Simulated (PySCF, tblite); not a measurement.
**C₆H₁₁BrOSi: geometry, infrared bands and NMR shifts**

Aim: predict the infrared bands and NMR shifts of C₆H₁₁BrOSi (`O=C(Br)[C@@H]1CC[C@@H]([SiH3])C1`).

The runs use tblite 0.8.0 and PySCF 2.14.0, with density-fitted response routines of our own; the level of theory stands in each step. All values are computed, except where a source is named. Atoms are numbered from 0 throughout.

### Step 1. The molecule as given

20 atoms, charge 0, multiplicity 1; geometry from: force field or distance geometry start.

Bonds of the start (Å): O0–C1 1.23, C1–Br2 1.91, C1–C3 1.51, C3–C4 1.51, C4–C5 1.51, C5–C6 1.52, C6–Si7 1.84, C6–C8 1.50, C8–C3 1.51, C3–H9 1.11, C4–H10 1.09, C4–H11 1.11, C5–H12 1.13, C5–H13 1.08, C6–H14 1.10, Si7–H15 1.50, Si7–H16 1.49, Si7–H17 1.45, C8–H18 1.10, C8–H19 1.12.

### Step 2. Optimising the geometry with GFN2-xTB

What the job is given:

```
{"job": {"kind": "relax", "xc": "GFN2-xTB", "basis": "xTB"}, "charge": 0, "multiplicity": 1}
O      2.756500     0.163000    -1.506800
C      2.494200     0.581500    -0.385000
Br     3.442900     2.022100     0.435800
C      1.386400    -0.152500     0.321800
C      0.927000    -1.219300    -0.643200
C     -0.564400    -1.223500    -0.416400
C     -0.838100     0.273600    -0.421100
Si    -2.576000     0.632500     0.071000
C      0.207600     0.757400     0.546800
H      1.744400    -0.649000     1.251100
H      1.356000    -2.206800    -0.465500
H      1.130400    -0.878400    -1.679500
H     -0.856600    -1.671200     0.573800
H     -1.146600    -1.701400    -1.195900
H     -0.645600     0.709600    -1.413300
H     -3.128800    -0.522200     0.845800
H     -3.395600     0.744400    -1.163300
H     -2.734600     1.805400     0.907400
H     -0.097100     0.742500     1.601900
H      0.532900     1.802700     0.321800
```

Started as:

```bash
$ OMP_NUM_THREADS=1 python probes_run.py task.json out
```

One launch serves the whole session: the jobs run in the order shown.

**Question.** This job is followed by: GFN2-xTB harmonic vibrations, gas phase; GIAO PBE0/pcSseg-1 NMR shielding, non-relativistic, gas phase. Predict these results of the whole session: strongest single infrared mode (GFN2-xTB); zero-point energy (GFN2-xTB); 13C shifts against TMS (PBE0/pcSseg-1); 1H shifts against TMS (PBE0/pcSseg-1, means over atoms taken as alike); 17O shifts against H2O (PBE0/pcSseg-1); 79Br shifts against HBr (PBE0/pcSseg-1); 29Si shifts against TMS (PBE0/pcSseg-1).

As calculated:

```
                                                              quantity                                                     value
                             strongest single infrared mode (GFN2-xTB)                                     1859 cm⁻¹, 420 km/mol
                                          zero-point energy (GFN2-xTB)                                             95.6 kcal/mol
                                13C shifts against TMS (PBE0/pcSseg-1)                   196.2, 62.9, 41.9, 36.8, 32.3, 23.5 ppm
1H shifts against TMS (PBE0/pcSseg-1, means over atoms taken as alike)  3.83, 3.62, 2.48, 2.35, 2.01, 1.89, 1.88, 1.29, 1.00 ppm
                                17O shifts against H2O (PBE0/pcSseg-1)                                                 603.8 ppm
                               79Br shifts against HBr (PBE0/pcSseg-1)                                                  1051 ppm
                               29Si shifts against TMS (PBE0/pcSseg-1)                                                 -66.6 ppm
```

Relaxing lowered the energy by 0.845 eV in 101 steps; the close pair that moved most is C1–Br2, from 1.910 to 1.987 Å. No mode is imaginary among the 54: a minimum at this level. The strongest single mode, at 1859 cm⁻¹, moves mainly C1 and O0. Unscaled tight-binding wavenumbers are off by several per cent, some by more. Its intensities can rank the bands wrongly. C1 stands next to heavy halogen, whose spin-orbit shielding this run leaves out, so the computed shift lies too far downfield, most of all for carbon beside Br or I. At PBE0/pcSseg-1: The largest span, 2033 ppm, is at Br2, where the paramagnetic term is -1552 ppm. Spin-orbit coupling is left out, which matters for shieldings and couplings at and beside the heavy atoms.
